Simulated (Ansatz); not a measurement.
H₄BrN, space group P-43m, an equation of state with a fit

Program: Ansatz 0.2.0 through its Python package.

Notebook, run cell by cell (the value of a cell's last expression is shown):

**Cell 1**
```python
import ansatz
import numpy as np

VECTORS = np.array([
    [4.0, 0.0, 0.0],
    [0.0, 4.0, 0.0],
    [0.0, 0.0, 4.0],
])
SITES = [
    ("H", (0.148, 0.148, 0.148)),
    ("H", (0.148, 0.852, 0.852)),
    ("H", (0.852, 0.852, 0.148)),
    ("H", (0.852, 0.148, 0.852)),
    ("Br", (0.5, 0.5, 0.5)),
    ("N", (0.0, 0.0, 0.0)),
]


def make_crystal(cell):
    crystal = ansatz.Crystal(lattice=ansatz.Lattice.of(cell))
    for symbol, position in SITES:
        crystal = crystal.atom(symbol, position)
    return crystal
```

**Cell 2**
```python
# scale the volume, keep shape and fractions
volumes, energies = [], []
for scale in np.linspace(0.92, 1.08, 7):
    cell = VECTORS * scale ** (1 / 3)
    setup = (
        make_crystal(cell).calculation()
        .pseudopotentials("paw")
        .functional(ansatz.Functional.LDA)
        .occupations(ansatz.OccupationsMethod.FIXED)  # no smearing
        .basis(38 * ansatz.Ry)
        .scf(tolerance=1e-07)
        .kpoints(4, 4, 4)
    )
    data = setup.run().report
    volumes.append(abs(np.linalg.det(cell)) / len(SITES))
    energies.append(data["free_energy_ev"] / len(SITES))
    print(f"V = {volumes[-1]:8.4f} A^3/atom  F = {energies[-1]:.5f} eV/atom")
```
Output:
```text
V =   9.8133 A^3/atom  F = -522.24342 eV/atom
V =  10.0978 A^3/atom  F = -522.25474 eV/atom
V =  10.3822 A^3/atom  F = -522.26196 eV/atom
V =  10.6667 A^3/atom  F = -522.26556 eV/atom
V =  10.9511 A^3/atom  F = -522.26594 eV/atom
V =  11.2356 A^3/atom  F = -522.26346 eV/atom
V =  11.5200 A^3/atom  F = -522.25843 eV/atom
```

**Cell 3**
```python
# third-order Birch-Murnaghan: a cubic in V^(-2/3)
x = np.array(volumes) ** (-2 / 3)
poly = np.polynomial.Polynomial.fit(x, energies, 3).convert()
roots = poly.deriv().roots()
x0 = min((r.real for r in roots if abs(r.imag) < 1e-9 and poly.deriv(2)(r.real) > 0), key=lambda r: abs(r - x.mean()))
v0 = x0 ** -1.5
b0 = 4 / 9 * poly.deriv(2)(x0) * v0 ** (-7 / 3) * 160.21766
b1 = 4 + 2 / 3 * x0 * poly.deriv(3)(x0) / poly.deriv(2)(x0)
print(f"V0 = {v0:.4f} A^3/atom, B0 = {b0:.1f} GPa, dB/dP = {b1:.2f}")
```
Output:
```text
V0 = 10.8431 A^3/atom, B0 = 64.2 GPa, dB/dP = 3.51
```

A third-order Birch-Murnaghan fit through the 7 points has its minimum at 10.84 Å³ an atom, 1.7 % above the typed cell, with a bulk modulus of 64 GPa and dB/dP = 3.5. From that minimum the energy rises by 22.7 meV an atom on the compressed side and 7.7 meV on the expanded side.

Notes:
- Absolute energies stand on the zero of these potentials, so only differences at equal settings mean something.
- Shape and fractional positions are held along the curve, so the bulk modulus is an upper value where they are free to relax, by a factor of two or more in layered or hydrogen-bonded cells.
- The structure is a deposited one; some such entries were measured under pressure or heat, so a shift against it needn't be the functional's error alone.
- The whole script took 2.1 s on 1 thread of AMD EPYC 9R45 96-Core Processor (Zen 5), on a shared host, peak memory 0.38 GiB.

(Lines on the test bed's own set-up are left out of the output.)
